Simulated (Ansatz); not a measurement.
# Ca: the cost of one run

Computed with Ansatz 0.2.0 (DFT PBEsol, scalar-relativistic, plane waves, PAW, unless a step's input says otherwise).

## 1. The structure to begin with

Symmetry: Immm, No. 71, orthorhombic system. Conventional cell: a = 4.193 Å, b = 4.203 Å, c = 4.891 Å, α = 90.00°, β = 90.00°, γ = 90.00°. Around Ca (site symmetry mmm) lie 12 Ca at 3.85 to 4.20 Å.

As a file:

```
CELL_PARAMETERS angstrom
-2.09649 2.10173 2.44535
2.09649 -2.10173 2.44535
2.09649 2.10173 -2.44535
ATOMIC_POSITIONS crystal
Ca 0.50000 0.50000 0.00000
```

The structure comes from the Materials Project (structure only).

(A quick probe on a coarse mesh, which set the mesh and smearing, is not shown.)

## 3. The relaxation

Input file input.yaml:

```yaml
crystal:
  lattice:
    - [-2.09648746, 2.10173181, 2.44535246]
    - [2.09648746, -2.10173181, 2.44535246]
    - [2.09648746, 2.10173181, -2.44535246]
  atoms:
    - { symbol: Ca, position: [0.5, 0.5, 0.0] }
basis:
  ecutwfc: 420
kpoints:
  mp_grid: { grid: [14, 14, 14] }
hamiltonian:
  xc: pbesol
scf:
  occupations: { method: gaussian, width: 0.1 }
output:
  forces: true
  stress: true
  eigenvalues: true
relax:
  adjacent_minimum: "off"
  f_tol: 0.005
  max_steps: 80
  cell: { stress_tol: 0.05 }
```

Q: Estimate wall time and peak memory on 1 thread of an Arm CPU, shared host.

About 82 s, with a peak of 0.46 GiB.
